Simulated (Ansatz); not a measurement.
# Ta3AsAu2O13 (P1) in Ansatz: convergence with k mesh

Aim: find how far k mesh must go before the results for Ta3AsAu2O13 settle, at PBE. This setting moves, with any that are tied to it; all else stays.

Everything below comes from runs of Ansatz 0.2.0. Logs are shortened: lines on timing, memory, paths and dates and some standing lists are left out, and cuts for length are marked.

## (1) The structure

The typed cell holds 19 atoms: a = 5.724 Å, b = 6.389 Å, c = 8.473 Å, α = 80.92°, β = 88.19°, γ = 78.31°.

The cell was built by a generator and needn't be a form met in nature.

## (2) With k mesh 2 × 2 × 1

The input, input.yaml:

```yaml
crystal:
  lattice:
    - [5.72386, 0.0, 0.0]
    - [1.29464, 6.25668, 0.0]
    - [0.26816, 1.30982, 8.36637]
  atoms:
    - { symbol: Ta, position: [0.21713, 0.30521, 0.58431] }
    - { symbol: Ta, position: [0.03325, 0.11123, 0.99855] }
    - { symbol: Ta, position: [0.58248, 0.62145, 0.50482] }
    - { symbol: As, position: [0.58707, 0.89691, 0.83049] }
    - { symbol: Au, position: [0.58004, 0.09228, 0.18613] }
    - { symbol: Au, position: [0.04485, 0.82077, 0.44682] }
    - { symbol: O, position: [0.66201, 0.69726, 0.71088] }
    - { symbol: O, position: [0.51632, 0.13418, 0.69625] }
    - { symbol: O, position: [0.85098, 0.88773, 0.91932] }
    - { symbol: O, position: [0.34466, 0.87003, 0.94651] }
    - { symbol: O, position: [0.73015, 0.2924, 0.03095] }
    - { symbol: O, position: [0.24622, 0.21809, 0.11075] }
    - { symbol: O, position: [0.129, 0.09398, 0.49104] }
    - { symbol: O, position: [0.48032, 0.38887, 0.43499] }
    - { symbol: O, position: [0.05966, 0.26685, 0.78594] }
    - { symbol: O, position: [0.9333, 0.5324, 0.45645] }
    - { symbol: O, position: [0.49975, 0.85161, 0.34971] }
    - { symbol: O, position: [0.25256, 0.62988, 0.62473] }
    - { symbol: O, position: [0.91878, 0.95175, 0.22636] }
hamiltonian:
  xc: pbe
  pseudopotentials: { kind: paw }
kpoints:
  mp_grid: { grid: [2, 2, 1] }
scf:
  occupations: { method: fermi_dirac, width: 0.05 }
output:
  forces: true
  stress: true
  eigenvalues: true
```

Potentials or basis: Ansatz PAW.

On the command line:

```bash
$ ansatz run input.yaml --threads 8 --pin off --max-ram 20480MiB --backend cpu --events-out ev --progress --plain --runs-dir out
```

Output:

```text
Warning: RAYON_NUM_THREADS=8 ignored (pool sized by the plan → 8); use --threads N
Engine: ansatz 0.2.0, aarch64-unknown-linux-gnu
Pseudopotentials: kind: paw
Pseudopotential: Ta, paw, valence charge 13, recommended cutoff 420 eV (normal), Ta.paw.azcp
Pseudopotential: As, paw, valence charge 15, recommended cutoff 420 eV (normal), As.paw.azcp
Pseudopotential: Au, paw, valence charge 19, recommended cutoff 420 eV (normal), Au.paw.azcp
Pseudopotential: O, paw, valence charge 6, recommended cutoff 420 eV (normal), O.paw.azcp
Functional definition: PBE
  parameter kappa = 0.804
  parameter beta = 0.06672455060314922
  exchange = pbe_x(kappa = kappa, mu = beta*pi^2/3)
  correlation = pbe_c(beta = beta)
Crystal: 19 atoms, lattice volume = 299.619 Å³
Basis set: ecut = 420 eV, 5853 PW (Γ), exchange–correlation on 80×90×120 points (8 copies of the dense FFT grid, shifted against one another)
Bands: 104, of which v1, the nominal top of the filled ones, is band 85 counted from 1 (84 counted from 0)
Symmetry: 1 space group operations
Space group: P1 (ITA 1), of the structure as read, at distance tolerance 6.7e-5 Å
k-points: 4
[... 42 lines left out ...]
  E_vpaw       = -1299.053367  (= ΣTr[D̂ρ^β])
  E_aug_tail   = 0.035718  (compensation charges beyond the density's cutoff)
  E_ewald      = -11067.779829
  E_smearing   = -0.000003  (= −TS)
  E_closure    = -0.000000  (closes the sum)
  Σ components = -68327.688543   (vs F -68327.688543, Δ=0.00e0)
--- Forces (eV/Å), atoms counted from 1 ---
  atom   1  Ta    -0.05185708     0.00114073    -0.02448763
  atom   2  Ta    -0.00875389     0.03050351    -0.00754000
  atom   3  Ta     0.04854317     0.01020180    -0.01139461
  atom   4  As    -0.00650756     0.00331080     0.03242507
  atom   5  Au    -0.02551481     0.01680097    -0.00149995
  atom   6  Au     0.03195810     0.02992788     0.05005376
[... 11 lines left out ...]
  atom  18  O      0.00821524    -0.01833169    -0.01764786
  atom  19  O      0.01198519    -0.01575836    -0.02728457
  max |Σ_I F_I| component: 2.33e-4 eV/Å
--- Stress (GPa, compression-positive) ---
       -0.019880      -0.012096      -0.011742
       -0.012098       0.000489       0.034747
       -0.011744       0.034747       0.080455
  P = ⅓ Tr σ = 0.0204 GPa (0.204 kbar)
--- Band table (eV) ---
  k-point 0: bands = ["-99.9967", "-99.5893", "-62.3441", "-62.3086", "-62.0107", "-51.6867", "-51.6377", "-51.3184", "-51.2660", "-50.8859", "-50.3986", "-30.7645", "-30.7369", "-30.7045", "-30.6531", "-30.6313", "-29.1831", "-29.0637", "-28.9458", "-28.8815", "-28.8592", "-28.8164", "-28.6446", "-28.5592", "-28.5229", "-14.0503", "-12.7631", "-12.2955", "-12.1695", "-11.9348", "-11.8403", "-11.7342", "-11.6482", "-11.4560", "-11.3122", "-10.9989", "-10.9585", "-10.8006", "-3.4727", "-1.1593", "-0.9505", "-0.6884", "-0.4926", "-0.3362", "-0.1889", "0.0380", "0.2788", "0.3353", "0.6661", "0.8448", "1.0031", "1.2529", "1.3192", "1.5590", "1.6639", "1.7810", "1.9424", "2.0321", "2.1346", "2.2781", "2.3922", "2.6341", "2.7069", "2.8854", "2.9956", "3.2605", "3.3165", "3.4234", "3.5593", "3.6934", "3.7958", "3.8894", "4.0229", "4.1727", "4.2482", "4.3583", "4.5041", "4.5554", "4.6510", "4.7202", "4.8241", "4.8905", "5.1270", "5.4200", "5.5834", "7.1402", "8.0177", "8.6658", "9.1588", "9.3901", "9.7875", "9.8231", "9.8948", "10.2980", "10.3844", "10.7592", "11.0566", "11.5513", "11.6912"]
  k-point 1: bands = ["-99.9967", "-99.5893", "-62.3441", "-62.3087", "-62.0107", "-51.6867", "-51.6377", "-51.3184", "-51.2661", "-50.8859", "-50.3986", "-30.7645", "-30.7369", "-30.7045", "-30.6531", "-30.6313", "-29.1828", "-29.0640", "-28.9462", "-28.8809", "-28.8598", "-28.8163", "-28.6446", "-28.5592", "-28.5229", "-14.0216", "-12.7466", "-12.3302", "-12.1162", "-11.9533", "-11.8677", "-11.7781", "-11.6915", "-11.3853", "-11.3064", "-11.0089", "-10.9712", "-10.8039", "-3.4891", "-1.2768", "-0.9450", "-0.6759", "-0.4674", "-0.3023", "-0.1526", "0.0079", "0.3730", "0.5405", "0.6581", "0.9445", "1.0448", "1.2400", "1.3328", "1.4779", "1.5900", "1.8093", "1.9069", "2.0110", "2.0464", "2.2817", "2.3204", "2.5543", "2.8569", "2.9517", "3.1367", "3.2496", "3.3538", "3.4461", "3.5846", "3.6053", "3.7960", "3.8367", "4.0282", "4.1510", "4.1893", "4.3458", "4.3552", "4.5658", "4.5986", "4.7708", "4.8088", "4.8375", "5.1229", "5.3410", "5.5945", "6.9498", "8.0073", "8.8328", "9.1415", "9.3779", "9.7576", "9.9995", "10.1358", "10.2578", "10.5303", "10.8124", "11.1195", "11.4213", "11.6224"]
  k-point 2: bands = ["-99.9967", "-99.5893", "-62.3440", "-62.3088", "-62.0107", "-51.6867", "-51.6377", "-51.3184", "-51.2661", "-50.8859", "-50.3986", "-30.7645", "-30.7369", "-30.7045", "-30.6531", "-30.6313", "-29.1862", "-29.0572", "-28.9441", "-28.9036", "-28.8425", "-28.8169", "-28.6446", "-28.5590", "-28.5235", "-13.9996", "-12.5396", "-12.2808", "-12.2087", "-12.0255", "-11.8845", "-11.8196", "-11.7490", "-11.4539", "-11.2963", "-10.9794", "-10.9586", "-10.8385", "-3.3172", "-1.2001", "-1.0578", "-0.7101", "-0.4351", "-0.3020", "-0.0842", "0.1840", "0.3961", "0.4682", "0.6445", "0.7049", "1.0601", "1.2540", "1.3178", "1.4360", "1.6316", "1.8236", "1.9952", "2.0164", "2.1369", "2.2459", "2.4281", "2.5105", "2.6430", "2.8044", "2.9490", "3.1861", "3.2477", "3.2914", "3.5664", "3.6845", "3.7701", "3.8482", "4.0181", "4.1506", "4.2689", "4.3084", "4.4245", "4.5328", "4.6316", "4.7121", "4.8934", "5.0148", "5.0936", "5.4014", "5.6626", "7.1947", "7.7662", "8.9764", "9.3771", "9.5481", "9.7586", "9.8511", "9.9648", "10.2625", "10.6463", "10.9308", "11.0694", "11.3835", "11.6966"]
  k-point 3: bands = ["-99.9967", "-99.5893", "-62.3440", "-62.3088", "-62.0107", "-51.6867", "-51.6377", "-51.3184", "-51.2661", "-50.8859", "-50.3986", "-30.7645", "-30.7369", "-30.7045", "-30.6531", "-30.6313", "-29.1860", "-29.0577", "-28.9444", "-28.9047", "-28.8410", "-28.8169", "-28.6446", "-28.5590", "-28.5235", "-13.9926", "-12.4322", "-12.3169", "-12.2359", "-11.9945", "-11.8807", "-11.8454", "-11.7776", "-11.4228", "-11.3821", "-10.9859", "-10.9389", "-10.8504", "-3.3404", "-1.2719", "-0.8818", "-0.6472", "-0.4397", "-0.2619", "-0.0704", "0.1498", "0.3596", "0.4345", "0.6826", "0.8174", "0.9218", "1.1439", "1.3543", "1.5084", "1.5268", "1.7644", "1.8761", "2.0870", "2.1920", "2.2698", "2.4998", "2.5436", "2.6160", "2.8546", "3.0282", "3.0912", "3.1574", "3.4638", "3.5816", "3.6654", "3.8667", "3.9847", "3.9929", "4.1944", "4.2040", "4.3294", "4.3788", "4.5523", "4.5987", "4.6173", "4.8187", "4.9265", "5.0266", "5.4093", "5.6110", "6.9769", "7.8291", "8.9538", "9.5722", "9.6734", "9.7673", "9.8218", "10.0594", "10.3110", "10.5565", "10.6877", "11.3406", "11.4254", "11.7401"]
```

Run time: 1.2 s. Hardware: 8 threads of Arm Neoverse V2, shared host; peak memory 0.85 GiB.

Results:

```yaml
Free_energy: -68327.6885 eV
Pressure: 0.0 GPa
Largest_force: 0.067 eV/Å
Band_gap_on_the_k_mesh: 1.29 eV, indirect (least direct gap 1.36 eV)
```

## (3) With k mesh 2 × 2 × 2

input.yaml, as its differences from that of step 2:

```diff
@@ -29,3 +29,3 @@
 kpoints:
-  mp_grid: { grid: [2, 2, 1] }
+  mp_grid: { grid: [2, 2, 2] }
 scf:
```

Potentials or basis: Ansatz PAW.

On the command line:

```bash
$ ansatz run input.yaml --threads 8 --pin off --max-ram 20480MiB --backend cpu --events-out ev --progress --plain --runs-dir out
```

Wall time 2.2 s (8 threads of Arm Neoverse V2, shared host); peak memory 1.3 GiB.

Results:

| Item | Value |
| --- | --- |
| Free energy | -68327.7002 eV |
| Pressure | 0.0 GPa |
| Largest force | 0.057 eV/Å |
| Band gap on the k mesh | 1.28 eV, indirect (least direct gap 1.35 eV) |

## (4) With k mesh 3 × 2 × 2

input.yaml, as its differences from that of step 3:

```diff
@@ -29,3 +29,3 @@
 kpoints:
-  mp_grid: { grid: [2, 2, 2] }
+  mp_grid: { grid: [3, 2, 2] }
 scf:
```

On the command line:

```bash
$ ansatz run input.yaml --threads 8 --pin off --max-ram 20480MiB --backend cpu --events-out ev --progress --plain --runs-dir out
```

Wall time 3.6 s (8 threads of Arm Neoverse V2, shared host); peak memory 1.2 GiB.

What came out:

| Property | Result |
| --- | --- |
| Free energy | -68327.7236 eV |
| Pressure | 0.0 GPa |
| Largest force | 0.036 eV/Å |
| Band gap on the k mesh | 1.28 eV, indirect (least direct gap 1.35 eV) |

## (5) With k mesh 3 × 3 × 2

input.yaml, as its differences from that of step 4:

```diff
@@ -29,3 +29,3 @@
 kpoints:
-  mp_grid: { grid: [3, 2, 2] }
+  mp_grid: { grid: [3, 3, 2] }
 scf:
```

On the command line:

```bash
$ ansatz run input.yaml --threads 8 --pin off --max-ram 20480MiB --backend cpu --events-out ev --progress --plain --runs-dir out
```

Wall time 4.6 s (8 threads of Arm Neoverse V2, shared host); peak memory 1.4 GiB.

Results:

```yaml
Free_energy: -68327.7264 eV
Pressure: 0.0 GPa
Largest_force: 0.013 eV/Å
Band_gap_on_the_k_mesh: 1.32 eV, indirect (least direct gap 1.38 eV)
```

## (6) With k mesh 4 × 3 × 3

input.yaml, as its differences from that of step 5:

```diff
@@ -29,3 +29,3 @@
 kpoints:
-  mp_grid: { grid: [3, 3, 2] }
+  mp_grid: { grid: [4, 3, 3] }
 scf:
```

Potentials or basis: Ansatz PAW.

On the command line:

```bash
$ ansatz run input.yaml --threads 8 --pin off --max-ram 20480MiB --backend cpu --events-out ev --progress --plain --runs-dir out
```

It took 8.6 s on 8 threads of Arm Neoverse V2, shared host; peak memory 1.6 GiB.

The run converged. Its results:

```
Free energy            : -68327.7271 eV
Pressure               : 0.0 GPa
Largest force          : 0.012 eV/Å
Band gap on the k mesh : 1.33 eV, indirect (least direct gap 1.38 eV)
```

## (7) With k mesh 5 × 4 × 3

input.yaml, as its differences from that of step 6:

```diff
@@ -29,3 +29,3 @@
 kpoints:
-  mp_grid: { grid: [4, 3, 3] }
+  mp_grid: { grid: [5, 4, 3] }
 scf:
```

On the command line:

```bash
$ ansatz run input.yaml --threads 8 --pin off --max-ram 20480MiB --backend cpu --events-out ev --progress --plain --runs-dir out
```

Run time: 14 s. Hardware: 8 threads of Arm Neoverse V2, shared host; peak memory 1.8 GiB.

The run converged. Its results:

* Free energy: -68327.7277 eV
* Pressure: 0.0 GPa
* Largest force: 0.012 eV/Å
* Band gap on the k mesh: 1.28 eV, indirect (least direct gap 1.35 eV)

## (8) With k mesh 6 × 5 × 4

input.yaml, as its differences from that of step 7:

```diff
@@ -29,3 +29,3 @@
 kpoints:
-  mp_grid: { grid: [5, 4, 3] }
+  mp_grid: { grid: [6, 5, 4] }
 scf:
```

On the command line:

```bash
$ ansatz run input.yaml --threads 8 --pin off --max-ram 20480MiB --backend cpu --events-out ev --progress --plain --runs-dir out
```

Run time: 27 s. Hardware: 8 threads of Arm Neoverse V2, shared host; peak memory 2.2 GiB.

The run converged. Its results:

```yaml
Free_energy: -68327.7279 eV
Pressure: 0.0 GPa
Largest_force: 0.012 eV/Å
Band_gap_on_the_k_mesh: 1.29 eV, indirect (least direct gap 1.36 eV)
```

## (9) With k mesh 7 × 6 × 5

input.yaml, as its differences from that of step 8:

```diff
@@ -29,3 +29,3 @@
 kpoints:
-  mp_grid: { grid: [6, 5, 4] }
+  mp_grid: { grid: [7, 6, 5] }
 scf:
```

Potentials or basis: Ansatz PAW.

On the command line:

```bash
$ ansatz run input.yaml --threads 8 --pin off --max-ram 20480MiB --backend cpu --events-out ev --progress --plain --runs-dir out
```

It took 47 s on 8 threads of Arm Neoverse V2, shared host; peak memory 2.9 GiB.

Results (log left out):

```yaml
Free_energy: -68327.7277 eV
Pressure: 0.0 GPa
Largest_force: 0.012 eV/Å
Band_gap_on_the_k_mesh: 1.28 eV, indirect (least direct gap 1.35 eV)
```

## (10) With k mesh 8 × 7 × 6

input.yaml, as its differences from that of step 9:

```diff
@@ -29,3 +29,3 @@
 kpoints:
-  mp_grid: { grid: [7, 6, 5] }
+  mp_grid: { grid: [8, 7, 6] }
 scf:
```

On the command line:

```bash
$ ansatz run input.yaml --threads 8 --pin off --max-ram 20480MiB --backend cpu --events-out ev --progress --plain --runs-dir out
```

Wall time 78 s (8 threads of Arm Neoverse V2, shared host); peak memory 3.8 GiB.

It converged, with:

```
Free energy            : -68327.7278 eV
Pressure               : 0.0 GPa
Largest force          : 0.012 eV/Å
Band gap on the k mesh : 1.29 eV, indirect (least direct gap 1.35 eV)
```

## (11) The series at a glance

| k mesh | energy less the tightest run, at zero smearing (meV/atom) | largest force (eV/Å) | gap on the mesh (eV) | SCF cycles | CPU time (s) | peak memory (GiB) |
| --- | --- | --- | --- | --- | --- | --- |
| 2 × 2 × 1 | 2.07 | 0.067 | 1.287 | 10 | 8.2 | 0.85 |
| 2 × 2 × 2 | 1.46 | 0.057 | 1.284 | 11 | 15 | 1.3 |
| 3 × 2 × 2 | 0.23 | 0.036 | 1.275 | 11 | 24 | 1.2 |
| 3 × 3 × 2 | 0.08 | 0.013 | 1.321 | 11 | 34 | 1.4 |
| 4 × 3 × 3 | 0.04 | 0.012 | 1.329 | 11 | 66 | 1.6 |
| 5 × 4 × 3 | 0.01 | 0.012 | 1.278 | 11 | 110 | 1.8 |
| 6 × 5 × 4 | 0.00 | 0.012 | 1.293 | 11 | 220 | 2.2 |
| 7 × 6 × 5 | 0.01 | 0.012 | 1.280 | 11 | 380 | 2.9 |
| 8 × 7 × 6 | 0.00 | 0.012 | 1.285 | 11 | 620 | 3.8 |

Against the tightest run, the energy stays within 1 meV/atom from 3 × 2 × 2 on; the largest force stays within 0.005 eV/Å from 3 × 3 × 2 on; the gap on the mesh stays within 0.01 eV from 5 × 4 × 3 on. Meshes of other sizes hit other points, so gaps and Fermi surfaces needn't settle smoothly. The tightest run that finished is the yardstick and may itself not be fully converged.

Caveats: odd divisions of the mesh miss points on the zone boundary, where band edges often lie, so the gap on the mesh can be too wide; spin-orbit coupling is left out, which moves the levels of the heavy elements.
